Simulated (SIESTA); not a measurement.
# FePbO3 (Pm-3m) in SIESTA: equation of state, part 2 of 2

SIESTA 5.4.2. The steps go on from the part before.

### Step 3. Single point, PBEsol, collinear spin, ferromagnetic start, 11.81 Å³/atom

Contents of FePbO3.fdf:

```
SystemName                      FePbO3
SystemLabel                     FePbO3
NumberOfSpecies                 3
NumberOfAtoms                   5
%block ChemicalSpeciesLabel
  1  82 Pb
  2  26 Fe
  3   8 O
%endblock ChemicalSpeciesLabel

LatticeConstant                 1.0 Ang
%block LatticeVectors
     3.8941922707     0.0000000000     0.0000000000
     0.0000000000     3.8941922707     0.0000000000
     0.0000000000     0.0000000000     3.8941922707
%endblock LatticeVectors
AtomicCoordinatesFormat         Fractional
%block AtomicCoordinatesAndAtomicSpecies
     0.0000000000     0.0000000000     0.0000000000  1  Pb
     0.5000000000     0.5000000000     0.5000000000  2  Fe
     0.0000000000     0.5000000000     0.5000000000  3  O
     0.5000000000     0.0000000000     0.5000000000  3  O
     0.5000000000     0.5000000000     0.0000000000  3  O
%endblock AtomicCoordinatesAndAtomicSpecies

%block kgrid.MonkhorstPack
    7   0   0  0.0
    0   7   0  0.0
    0   0   7  0.0
%endblock kgrid.MonkhorstPack
XC.Functional                   GGA
XC.Authors                      PBEsol
PAO.BasisSize                   DZP
PAO.EnergyShift                 0.003 Ry
Mesh.Cutoff                     800 Ry
Spin                            polarized
%block DM.InitSpin
    1   0.000
    2   3.000
    3   0.000
    4   0.000
    5   0.000
%endblock DM.InitSpin
OccupationFunction              FD
ElectronicTemperature           0.05 eV
MaxSCFIterations                200
SCF.MustConverge                false
SCF.Mixer.Method                Pulay
SCF.Mixer.Weight                0.1
SCF.Mixer.History               10
SCF.DM.Tolerance                5.0e-05
SCF.H.Tolerance                 1.0e-03 eV
WriteForces                     true
Charge.Mulliken                 end
%block PAO.Basis
  Pb 4
  n=6 0 2
    6.155 0.000
  n=6 1 2
    8.826 0.000
  n=5 2 2
    4.164 0.000
  n=6 2 1
    8.826
  Fe 5
  n=3 0 2
    2.625 0.000
  n=4 0 2
    7.520 0.000
  n=3 1 2
    2.943 0.000
  n=4 1 1
    7.520
  n=3 2 2
    4.859 0.000
%endblock PAO.Basis
```

Potentials or basis: PseudoDojo 0.4 standard (PBEsol files), DZP (energy shift 0.003 Ry; two zetas on semicore shells).

Launch:

```console
> siesta < FePbO3.fdf > FePbO3.out 2>&1
```

FePbO3.out:

```text
Version         : 5.4.2

                           ***********************
                           *  WELCOME TO SIESTA  *
                           ***********************

 NOTE: Siesta V5 introduces some new defaults for basis-set generation
 NOTE: which might lead to slightly different numerical results.
 NOTE: Please see the manual for full details and compatibility measures.

reinit: Reading from standard input
reinit: Dumping input in INPUT_TMP.20325
************************** Dump of input data file ****************************
SystemName                      FePbO3
SystemLabel                     FePbO3
NumberOfSpecies                 3
NumberOfAtoms                   5
%block ChemicalSpeciesLabel
  1  82 Pb
  2  26 Fe
  3   8 O
%endblock ChemicalSpeciesLabel
LatticeConstant                 1.0 Ang
%block LatticeVectors
     3.8941922707     0.0000000000     0.0000000000
     0.0000000000     3.8941922707     0.0000000000
     0.0000000000     0.0000000000     3.8941922707
%endblock LatticeVectors
AtomicCoordinatesFormat         Fractional
%block AtomicCoordinatesAndAtomicSpecies
     0.0000000000     0.0000000000     0.0000000000  1  Pb
     0.5000000000     0.5000000000     0.5000000000  2  Fe
     0.0000000000     0.5000000000     0.5000000000  3  O
     0.5000000000     0.0000000000     0.5000000000  3  O
     0.5000000000     0.5000000000     0.0000000000  3  O
%endblock AtomicCoordinatesAndAtomicSpecies
%block kgrid.MonkhorstPack
    7   0   0  0.0
    0   7   0  0.0
    0   0   7  0.0
%endblock kgrid.MonkhorstPack
XC.Functional                   GGA
[... 995 lines left out ...]

Species: Fe
Atom  Qatom  Qorb
               3s      3s      4s      4s      3py     3pz     3px     3py
               3pz     3px     4py     4pz     4px     3dxy    3dyz    3dz2
               3dxz    3dx2-y2 3dxy    3dyz    3dz2    3dxz    3dx2-y2
   2  9.051   0.967   0.023   0.000   0.052   0.973   0.973   0.973   0.026
              0.026   0.026   0.138   0.138   0.138   0.914   0.914   0.736

              0.914   0.736   0.090   0.090   0.057   0.090   0.057

Species: O
Atom  Qatom  Qorb
               2s      2s      2py     2pz     2px     2py     2pz     2px
               3Pdxy   3Pdyz   3Pdz2   3Pdxz   3Pdx2-y2
   3  3.433   0.965  -0.034   1.050   1.050   0.743  -0.156  -0.156  -0.049
              0.003   0.003   0.003   0.003   0.005
   4  3.433   0.965  -0.034   0.743   1.050   1.050  -0.049  -0.156  -0.156
              0.003   0.003   0.003   0.003   0.005
   5  3.433   0.965  -0.034   1.050   0.743   1.050  -0.156  -0.049  -0.156
              0.003   0.003   0.007   0.003   0.002

mulliken: Qtot =       25.900

mulliken: Spin DOWN

Species: Pb
Atom  Qatom  Qorb
               6s      6s      6py     6pz     6px     6py     6pz     6px
               5dxy    5dyz    5dz2    5dxz    5dx2-y2 5dxy    5dyz    5dz2
               5dxz    5dx2-y2 6dxy    6dyz    6dz2    6dxz    6dx2-y2
   1  6.538   0.964  -0.005   0.188   0.188   0.188   0.005   0.005   0.005
              0.972   0.972   0.964   0.972   0.964   0.029   0.029   0.035

              0.029   0.035  -0.000  -0.000   0.001  -0.000   0.001

Species: Fe
Atom  Qatom  Qorb
               3s      3s      4s      4s      3py     3pz     3px     3py
               3pz     3px     4py     4pz     4px     3dxy    3dyz    3dz2
               3dxz    3dx2-y2 3dxy    3dyz    3dz2    3dxz    3dx2-y2
   2  5.927   0.950   0.017   0.030   0.023   0.973   0.973   0.973   0.026
              0.026   0.026   0.126   0.126   0.126   0.343   0.343   0.383

              0.343   0.383  -0.048  -0.048  -0.059  -0.048  -0.059

Species: O
Atom  Qatom  Qorb
               2s      2s      2py     2pz     2px     2py     2pz     2px
               3Pdxy   3Pdyz   3Pdz2   3Pdxz   3Pdx2-y2
   3  3.212   0.960  -0.041   0.932   0.932   0.758  -0.153  -0.153  -0.039
              0.003   0.003   0.002   0.003   0.004
   4  3.212   0.960  -0.041   0.758   0.932   0.932  -0.039  -0.153  -0.153
              0.003   0.003   0.002   0.003   0.004
   5  3.212   0.960  -0.041   0.932   0.758   0.932  -0.153  -0.039  -0.153
              0.003   0.003   0.004   0.003   0.002

mulliken: Qtot =       22.100

Mulliken Atomic Populations:
Atom #   charge [q] valence [e]      Sz [e]  Species
     1     0.910608   13.089392    0.013122  Pb
     2     1.022148   14.977852    3.124678  Fe
     3    -0.644252    6.644252    0.220934  O
     4    -0.644252    6.644252    0.220934  O
     5    -0.644252    6.644252    0.220934  O
 Total     0.000000                3.800603

Job completed
```

Wall time 5.7 min (1 thread of Arm Neoverse V2, shared host); peak memory 0.52 GiB.

What came out:

| Quantity | Value |
| --- | --- |
| Free energy | -6663.2627 eV |
| Pressure | -6.3 GPa |
| Band gap on the k mesh | none (metal or under the smearing width) |
| Net moment | 3.80 μB per cell |
| Site moments | Pb +0.01; Fe +3.12; O +0.22 μB |

Caveat: short orbitals over semicore shells can move pressures by several GPa; the basis of atomic orbitals isn't converged, which shifts pressures, moduli and gaps; a cell with one magnetic atom can't hold antiferromagnetic order, which such compounds often take; semilocal functionals often make such compounds metallic where correlation or magnetic order opens a gap, which also shifts bond lengths.

### Step 4. Single point, PBEsol, collinear spin, ferromagnetic start, 12.06 Å³/atom

FePbO3.fdf, as its differences from that of step 3:

```diff
@@ -12,5 +12,5 @@
 %block LatticeVectors
-     3.8941922707     0.0000000000     0.0000000000
-     0.0000000000     3.8941922707     0.0000000000
-     0.0000000000     0.0000000000     3.8941922707
+     3.9210496178     0.0000000000     0.0000000000
+     0.0000000000     3.9210496178     0.0000000000
+     0.0000000000     0.0000000000     3.9210496178
 %endblock LatticeVectors
```

Launch:

```console
> siesta < FePbO3.fdf > FePbO3.out 2>&1
```

It took 5.6 min on 1 thread of Arm Neoverse V2, shared host; peak memory 0.52 GiB.

Results (log left out):

| Item | Value |
| --- | --- |
| Free energy | -6663.2033 eV |
| Pressure | -9.2 GPa |
| Band gap on the k mesh | none (metal or under the smearing width) |
| Net moment | 3.82 μB per cell |
| Site moments | Pb +0.01; Fe +3.15; O +0.22 μB |

Caveat: short orbitals over semicore shells can move pressures by several GPa; the basis of atomic orbitals isn't converged, which shifts pressures, moduli and gaps; a cell with one magnetic atom can't hold antiferromagnetic order, which such compounds often take; semilocal functionals often make such compounds metallic where correlation or magnetic order opens a gap, which also shifts bond lengths.

### Step 5. Single point, PBEsol, collinear spin, ferromagnetic start, 12.55 Å³/atom

FePbO3.fdf, as its differences from that of step 4:

```diff
@@ -12,5 +12,5 @@
 %block LatticeVectors
-     3.9210496178     0.0000000000     0.0000000000
-     0.0000000000     3.9210496178     0.0000000000
-     0.0000000000     0.0000000000     3.9210496178
+     3.9736874374     0.0000000000     0.0000000000
+     0.0000000000     3.9736874374     0.0000000000
+     0.0000000000     0.0000000000     3.9736874374
 %endblock LatticeVectors
```

Launch:

```console
> siesta < FePbO3.fdf > FePbO3.out 2>&1
```

Wall time 5.9 min (1 thread of Arm Neoverse V2, shared host); peak memory 0.51 GiB.

The run converged. Its results:

- Free energy: -6663.0224 eV
- Pressure: -14.0 GPa
- Band gap on the k mesh: none (metal or under the smearing width)
- Net moment: 3.86 μB per cell
- Site moments: Pb +0.01; Fe +3.21; O +0.21 μB

Caveat: short orbitals over semicore shells can move pressures by several GPa; the basis of atomic orbitals isn't converged, which shifts pressures, moduli and gaps; a cell with one magnetic atom can't hold antiferromagnetic order, which such compounds often take; semilocal functionals often make such compounds metallic where correlation or magnetic order opens a gap, which also shifts bond lengths.

### Step 6. Single point, PBEsol, collinear spin, ferromagnetic start, 12.80 Å³/atom

FePbO3.fdf, as its differences from that of step 5:

```diff
@@ -12,5 +12,5 @@
 %block LatticeVectors
-     3.9736874374     0.0000000000     0.0000000000
-     0.0000000000     3.9736874374     0.0000000000
-     0.0000000000     0.0000000000     3.9736874374
+     3.9994913256     0.0000000000     0.0000000000
+     0.0000000000     3.9994913256     0.0000000000
+     0.0000000000     0.0000000000     3.9994913256
 %endblock LatticeVectors
```

Potentials or basis: PseudoDojo 0.4 standard (PBEsol files), DZP (energy shift 0.003 Ry; two zetas on semicore shells).

Launch:

```console
> siesta < FePbO3.fdf > FePbO3.out 2>&1
```

Wall time 6 min (1 thread of Arm Neoverse V2, shared host); peak memory 0.5 GiB.

Results (log left out):

```
Free energy            : -6662.9067 eV
Pressure               : -16.0 GPa
Band gap on the k mesh : none (metal or under the smearing width)
Net moment             : 3.88 μB per cell
Site moments           : Pb +0.00; Fe +3.24; O +0.21 μB
```

Caveat: short orbitals over semicore shells can move pressures by several GPa; the basis of atomic orbitals isn't converged, which shifts pressures, moduli and gaps; a cell with one magnetic atom can't hold antiferromagnetic order, which such compounds often take; semilocal functionals often make such compounds metallic where correlation or magnetic order opens a gap, which also shifts bond lengths.

### Step 7. Equation of state, PBEsol, collinear spin, ferromagnetic start

Potentials or basis: PseudoDojo 0.4 standard (PBEsol files), DZP (energy shift 0.003 Ry; two zetas on semicore shells).

This step only gathers the single runs of the series.

What came out:

```
Equilibrium volume : 11.37 Å³/atom (rough: see the caveat)
Bulk modulus       : 181 GPa (rough)
```

Energy against volume, from the lowest point:
```csv
volume (Å³/atom),energy (meV/atom)
11.565,0.00
11.811,7.25
12.057,19.13
12.303,35.37
12.549,55.30
12.795,78.44
```

Caveat: the minimum lies outside the volumes run; short orbitals over semicore shells can move pressures by several GPa; the basis of atomic orbitals isn't converged, which shifts pressures, moduli and gaps. Spin-orbit coupling is left out, which matters for the levels of Pb.
